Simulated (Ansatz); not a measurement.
# GeNH3: ionisation energy by level of theory

How much energy removes an electron from GeNH3 at fixed geometry? The cation is run at each level and the neutral's energy taken from earlier runs.

The runs use Ansatz 0.2.0, Gaussian basis; unrestricted cation, the program's frozen cores in correlated methods.

Plan: UKS PBE-D4/def2-TZVPP; UKS r2SCAN-D4/def2-TZVPP; UKS PBE0-D4/def2-TZVPP; UKS B3LYP-D4/def2-TZVPP; UKS wB97X-V/def2-TZVPP; UKS wB97M-V/def2-TZVPP; UKS B2PLYP/def2-TZVPP; UHF-CCSD(T)/def2-TZVPP; UHF-MP2/def2-QZVPP; extrapolation to the limit; then −ε(HOMO) from the neutral's earlier runs with LDA (SPW92), PBE-D4, revPBE-D4, BLYP-D4, r2SCAN-D4, B97M-V, PBE0-D4, B3LYP-D4, r2SCANh-D4, r2SCAN0-D4, HSE06-D4, BHLYP-D4, CAM-B3LYP-D4, LC-ωPBE, ωB97X-V, ωB97M-V.

**1. The relaxed structure**

All runs share one geometry, relaxed beforehand with PBE0-D4 in a triple-zeta def2 set.

SMILES `[NH2][GeH]`, 5 atoms, charge 0, spin multiplicity 1.

Atoms are counted from 1 here; the program's logs count them from 0.

Bond lengths: N1–Ge2 1.816 Å, N1–H3 1.008 Å, N1–H4 1.007 Å, Ge2–H5 1.602 Å. Angles: Ge2–N1–H3 121.9°, Ge2–N1–H4 125.7°, H3–N1–H4 112.5°, N1–Ge2–H5 92.6°.

**2. Cation, UKS PBE-D4/def2-TZVPP**

in.yaml reads:

```yaml
crystal:
  periodic: [false, false, false]
  atoms:
    - {symbol: N, position_ang: [-0.084089, -0.602177, 0.097355]}
    - {symbol: Ge, position_ang: [0.988791, 0.853448, 0.259794]}
    - {symbol: H, position_ang: [0.180576, -1.502013, 0.465328]}
    - {symbol: H, position_ang: [-0.985014, -0.620128, -0.352479]}
    - {symbol: H, position_ang: [-0.050264, 1.797170, -0.511298]}
basis:
  gaussian: {orbitals: def2-TZVPP}
total_charge: 1
magnetization: {spin_polarized: true, initial_magnetization: 1}
hamiltonian: {xc: pbe, dispersion: d4}
```

After this run come: Cation, UKS r2SCAN-D4/def2-TZVPP; Cation, UKS PBE0-D4/def2-TZVPP; Cation, UKS B3LYP-D4/def2-TZVPP; Cation, UKS wB97X-V/def2-TZVPP; Cation, UKS wB97M-V/def2-TZVPP; Cation, UKS B2PLYP (frozen core)/def2-TZVPP; Cation, UHF-CCSD(T)/def2-TZVPP; Cation, UHF-MP2/def2-QZVPP.

**Question.** What will the summary of the whole plan be? Wanted: ionisation energy, CCSD(T)/CBS; nearest functional by difference; nearest −ε(HOMO); −ε(HOMO) of PBE; T1 of the cation.

**Answer**, as computed:

```
                        quantity                value
  ionisation energy, CCSD(T)/CBS              9.25 eV
nearest functional by difference  B3LYP-D4 (-0.17 eV)
                nearest −ε(HOMO)   LC-ωPBE (-0.11 eV)
                 −ε(HOMO) of PBE              5.47 eV
                T1 of the cation                0.020
```

What this shows: By cation minus neutral, the functionals miss by 0.36 eV at most. The PBE orbital energy is 3.8 eV too small: a semilocal HOMO is no ionisation energy. Among orbital estimates LC-ωPBE comes nearest. Hartree-Fock falls 1.16 eV short, as the neutral has more correlation energy than the cation. Correlated methods include outer-core shells of Ge, which these sets cover unevenly. With outer-core shells in play the reference is unsure by up to some tenths of an eV, so close misses can't be ranked.
